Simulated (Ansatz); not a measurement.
**BrH3O3Ti: basis-set convergence**

The task here is to estimate one member of a computed series from the others.

Computed with Ansatz 0.2.0, Gaussian basis. Level: one geometry, several basis sets.

Plan: PBE0-D4/def2-SVP; ωB97M-V/def2-SVP; PBE0-D4/def2-QZVPP; ωB97M-V/def2-QZVPP; the functionals' def2-TZVPP values are taken from earlier runs.

### The relaxed structure

All runs share one geometry, relaxed beforehand with PBE0-D4 in a triple-zeta def2 set.

SMILES `[OH][Ti]([OH])([OH])[Br]`, 8 atoms, charge 0, spin multiplicity 1.

Atoms are counted from 1 here; the program's logs count them from 0.

Bond lengths: O1–Ti2 1.777 Å, O1–H6 0.958 Å, Ti2–O3 1.784 Å, Ti2–O4 1.778 Å, Ti2–Br5 2.380 Å, O3–H7 0.959 Å, O4–H8 0.957 Å. Angles: Ti2–O1–H6 135.0°, O1–Ti2–O3 108.6°, O1–Ti2–O4 111.8°, O1–Ti2–Br5 108.1°, O3–Ti2–O4 109.5°, O3–Ti2–Br5 110.9°, O4–Ti2–Br5 108.0°, Ti2–O3–H7 129.4°, Ti2–O4–H8 136.8°.

Geometry (Å):

```xyz
8

O    -0.8296    1.0663    1.0364
Ti    0.1244    0.1305   -0.1356
O     1.7977   -0.0037    0.4693
O    -0.5479   -1.4968   -0.3844
Br    0.0666    1.2765   -2.2212
H    -1.5880    1.6490    0.9810
H     2.4271   -0.7203    0.3659
H    -1.3580   -1.9586   -0.1671
```

Set-up of the first run:

in.yaml reads:

```yaml
crystal:
  periodic: [false, false, false]
  atoms:
    - {symbol: O, position_ang: [-0.829584, 1.066301, 1.036443]}
    - {symbol: Ti, position_ang: [0.124357, 0.130511, -0.135574]}
    - {symbol: O, position_ang: [1.797734, -0.003671, 0.469316]}
    - {symbol: O, position_ang: [-0.547926, -1.496795, -0.384412]}
    - {symbol: Br, position_ang: [0.066613, 1.276529, -2.221217]}
    - {symbol: H, position_ang: [-1.588031, 1.648977, 0.980994]}
    - {symbol: H, position_ang: [2.427111, -0.720289, 0.365881]}
    - {symbol: H, position_ang: [-1.357974, -1.958565, -0.167131]}
basis:
  gaussian: {orbitals: def2-SVP}
hamiltonian: {xc: pbe0, dispersion: d4}
output: {orbitals: {seedname: orbitals}}
```

Started as:

```console
> ansatz run in.yaml --threads 8 --pin off --events-out ev --progress --plain --max-ram 18278MiB
```

Among the steps run: PBE0-D4 in def2-SVP; ωB97M-V in def2-SVP; PBE0-D4 in def2-QZVPP; ωB97M-V in def2-QZVPP.

One of the session's tables, all rows but one given; the rest of the session is left out.

It belongs to the step «Density functionals: the series». 

| functional | basis | HOMO (eV) | LUMO (eV) |
| --- | --- | --- | --- |
| PBE0-D4 | def2-SVP | -7.93 | -1.92 |
| PBE0-D4 | def2-TZVPP | ? | ? |
| PBE0-D4 | def2-QZVPP | -8.18 | -2.07 |
| ωB97M-V | def2-SVP | -10.07 | 0.33 |
| ωB97M-V | def2-TZVPP | -10.34 | 0.15 |
| ωB97M-V | def2-QZVPP | -10.37 | 0.09 |

**Question.** Estimate the row for PBE0-D4, def2-TZVPP.

The run gave: HOMO (eV): -8.16; LUMO (eV): -2.04. In the column «HOMO (eV)» it lies between PBE0-D4, def2-QZVPP (-8.18) and PBE0-D4, def2-SVP (-7.93).
